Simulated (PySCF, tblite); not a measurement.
**C₃H₈BNO: geometry, infrared bands and NMR shifts**

Wanted: the infrared bands and NMR shifts of C₃H₈BNO (`CC#[N+][B@H-](C)O`), by calculation.

Programs: tblite 0.8.0 and PySCF 2.14.0, with density-fitted response routines of our own. Each step states its level of theory. These are calculated values for one molecule in the gas phase, unless marked as measured. Atoms count from 0, in the outputs and in this text.

### Step 1. The starting structure

14 atoms, charge 0, multiplicity 1; geometry from: force field or distance geometry start.

Bonds of the start (Å): C0–C1 1.48, C1–N2 1.14, N2–B3 1.50, B3–C4 1.61, B3–O5 1.49, C0–H6 1.11, C0–H7 1.11, C0–H8 1.11, B3–H9 1.18, C4–H10 1.10, C4–H11 1.11, C4–H12 1.11, O5–H13 1.00.

### Step 2. Geometry optimisation with GFN2-xTB

Job settings and geometry (Å):

```
{"job": {"kind": "relax", "xc": "GFN2-xTB", "basis": "xTB"}, "charge": 0, "multiplicity": 1}
C      2.838300     0.308000    -0.219000
C      1.389300     0.094200    -0.399800
N      0.267500    -0.088800    -0.522300
B     -1.204300    -0.302800    -0.708400
C     -2.020800     0.508000     0.419300
O     -1.511600    -1.752900    -0.603500
H      3.351300     0.125200    -1.183000
H      3.226400    -0.376100     0.560600
H      3.011900     1.355900     0.100100
H     -1.531400     0.075600    -1.775000
H     -1.693400     0.205500     1.426500
H     -1.846100     1.594400     0.281900
H     -3.110400     0.306200     0.314700
H     -1.167400    -2.052900     0.280700
```

Launch:

```bash
$ OMP_NUM_THREADS=1 python probes_run.py task.json out
```

This one command runs all jobs of the session in turn.

**Question.** This job is followed by: GFN2-xTB harmonic vibrations, gas phase; GIAO PBE0/pcSseg-1 NMR shielding, non-relativistic, gas phase. What will the session give for the following? strongest single infrared mode (GFN2-xTB); zero-point energy (GFN2-xTB); ¹³C shifts against TMS (PBE0/pcSseg-1); ¹H shifts against TMS (PBE0/pcSseg-1, means over atoms taken as alike); ¹⁵N shifts against NH3 (PBE0/pcSseg-1); ¹¹B shifts against BF3·OEt2 (PBE0/pcSseg-1); ¹⁷O shifts against H2O (PBE0/pcSseg-1).

As calculated:

| quantity | value |
| --- | --- |
| strongest single infrared mode (GFN2-xTB) | 1131 cm⁻¹, 282 km/mol |
| zero-point energy (GFN2-xTB) | 68.1 kcal/mol |
| ¹³C shifts against TMS (PBE0/pcSseg-1) | 125.8, 6.4, 1.8 ppm |
| ¹H shifts against TMS (PBE0/pcSseg-1, means over atoms taken as alike) | 3.44, 2.34, 1.00, -0.36 ppm |
| ¹⁵N shifts against NH3 (PBE0/pcSseg-1) | 260.3 ppm |
| ¹¹B shifts against BF3·OEt2 (PBE0/pcSseg-1) | -3.6 ppm |
| ¹⁷O shifts against H2O (PBE0/pcSseg-1) | 81.7 ppm |

In words: The optimisation took 90 steps and gained 0.335 eV; among the close pairs (by a distance rule), N2–B3 changed most, from 1.499 to 1.643 Å. All 36 modes are real, so the xTB geometry is a minimum. The strongest single mode, at 1131 cm⁻¹, is spread over several atoms, H9, B3, H13 among them. Unscaled tight-binding wavenumbers are off by several per cent, some by more. Its intensities can rank the bands wrongly. At PBE0/pcSseg-1: The largest span, 498 ppm, is at N2, where the paramagnetic term is -332 ppm.
